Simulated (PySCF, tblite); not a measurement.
# C₆H₁₀FNSi₂: geometry, infrared bands and NMR shifts

Wanted: the infrared bands and NMR shifts of C₆H₁₀FNSi₂ (`Fc1cccc(N([SiH3])[SiH3])c1`), by calculation.

Programs: tblite 0.8.0 and PySCF 2.14.0, with density-fitted response routines of our own. Each step states its level of theory. These are calculated values for one molecule in the gas phase, unless marked as measured. Atoms are numbered from 0 throughout.

### Step 1. Starting geometry

20 atoms, charge 0, multiplicity 1; geometry from: force field or distance geometry start.

Bonds of the start (Å): F0–C1 1.37, C1–C2 1.39, C2–C3 1.38, C3–C4 1.37, C4–C5 1.38, C5–N6 1.42, N6–Si7 1.82, N6–Si8 1.76, C5–C9 1.38, C9–C1 1.40, C2–H10 1.09, C3–H11 1.10, C4–H12 1.09, Si7–H13 1.45, Si7–H14 1.49, Si7–H15 1.46, Si8–H16 1.48, Si8–H17 1.47, Si8–H18 1.47, C9–H19 1.08.

### Step 2. Geometry optimisation with GFN2-xTB

What the job is given:

```
{"job": {"kind": "relax", "xc": "GFN2-xTB", "basis": "xTB"}, "charge": 0, "multiplicity": 1}
F      2.837200     1.959800     1.634800
C      2.202300     1.095400     0.781500
C      2.925200     0.296100    -0.099300
C      2.252400    -0.566600    -0.942100
C      0.883800    -0.677700    -0.879800
C      0.160600     0.103900    -0.003900
N     -1.249000    -0.064700    -0.009000
Si    -1.818600    -1.636400     0.705700
Si    -2.425000     1.096600    -0.608300
C      0.809500     0.984300     0.840500
H      4.012000     0.353300    -0.170000
H      2.834800    -1.191500    -1.640800
H      0.391100    -1.379500    -1.558500
H     -1.768800    -1.582800     2.158800
H     -0.852300    -2.690200     0.285700
H     -3.152700    -1.922400     0.176100
H     -3.472000     0.387300    -1.375400
H     -3.041400     1.714200     0.577400
H     -1.758600     2.145700    -1.397800
H      0.224400     1.585700     1.521300
```

Started as:

```console
$ OMP_NUM_THREADS=1 python probes_run.py task.json out
```

This one command runs all jobs of the session in turn.

**Question.** This job is followed by: GFN2-xTB harmonic vibrations, gas phase; GIAO PBE0/pcSseg-1 NMR shielding, non-relativistic, gas phase. What will the session give for the following? strongest single infrared mode (GFN2-xTB); zero-point energy (GFN2-xTB); ¹³C shifts against TMS (PBE0/pcSseg-1); ¹H shifts against TMS (PBE0/pcSseg-1, means over atoms taken as alike); ¹⁹F shifts against CFCl3 (PBE0/pcSseg-1); ¹⁵N shifts against NH3 (PBE0/pcSseg-1); ²⁹Si shifts against TMS (PBE0/pcSseg-1, means over atoms taken as alike).

As calculated:

| quantity | value |
| --- | --- |
| strongest single infrared mode (GFN2-xTB) | 2298 cm⁻¹, 525 km/mol |
| zero-point energy (GFN2-xTB) | 84.2 kcal/mol |
| ¹³C shifts against TMS (PBE0/pcSseg-1) | 173.4, 159.5, 135.4, 120.1, 112.7, 112.2 ppm |
| ¹H shifts against TMS (PBE0/pcSseg-1, means over atoms taken as alike) | 7.49, 6.90, 6.78, 6.76, 4.92 ppm |
| ¹⁹F shifts against CFCl3 (PBE0/pcSseg-1) | -114.8 ppm |
| ¹⁵N shifts against NH3 (PBE0/pcSseg-1) | 44.3 ppm |
| ²⁹Si shifts against TMS (PBE0/pcSseg-1, means over atoms taken as alike) | -48.9 ppm |

The optimisation took 196 steps and gained 0.358 eV; among the close pairs (by a distance rule), N6–Si7 changed most, from 1.818 to 1.750 Å. All 54 modes are real, so the xTB geometry is a minimum. The strongest single mode, at 2298 cm⁻¹, moves mainly H16 and H13. GFN2-xTB is a fitted tight-binding method: band positions and strengths are rough. Its intensities can rank the bands wrongly. At PBE0/pcSseg-1: Shielding is most anisotropic at C3 (span 232 ppm, paramagnetic term -204 ppm). NICS(1)zz of -25 ppm above the planar ring from C1 marks a diatropic (aromatic) ring current.
